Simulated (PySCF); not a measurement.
# C7H9BO2 (3-methylphenylboronic acid): the cost of one run

Programs: PySCF 2.14.0, with routines of our own; each step states its level. All values are computed. Atoms count from 0.

### 1 The starting structure

19 atoms, charge 0, multiplicity 1; geometry from: GFN2-xTB.

### 2 Optimising the geometry at PBE0-D3(BJ)/def2-SVP

Job settings and geometry (Å):

```
{"job": {"xc": "PBE0", "basis": "def2-SVP", "d3": "d3bj", "grid": 2, "kind": "geom"}, "charge": 0, "multiplicity": 1}
C      2.696674    -0.894493    -0.076698
C      1.443977    -0.080118     0.052590
C      1.512079     1.281367     0.320037
C      0.355939     2.036062     0.411722
C     -0.878192     1.439245     0.236261
C     -0.984715     0.073886    -0.029714
B     -2.408906    -0.585777    -0.223378
O     -2.618661    -1.930530    -0.311755
O     -3.488542     0.221975    -0.305089
C      0.196296    -0.663140    -0.115997
H      3.075706    -0.833106    -1.097479
H      2.507550    -1.941297     0.149854
H      3.471154    -0.523028     0.590704
H      2.476725     1.749817     0.457174
H      0.420146     3.094306     0.621162
H     -1.783102     2.022875     0.304014
H     -1.841628    -2.482100    -0.241663
H     -4.313325    -0.251428    -0.420864
H      0.151022    -1.725266    -0.328340
```

Launch:

```bash
$ OMP_NUM_THREADS=1 python excited_run.py task.json out
```

The driver reads the jobs from task.json and runs them one after another.

Q: Estimate the wall time and peak memory of this first job on 1 thread of Arm Neoverse V2, shared host.

About 69 s, with a peak of 0.9 GiB.
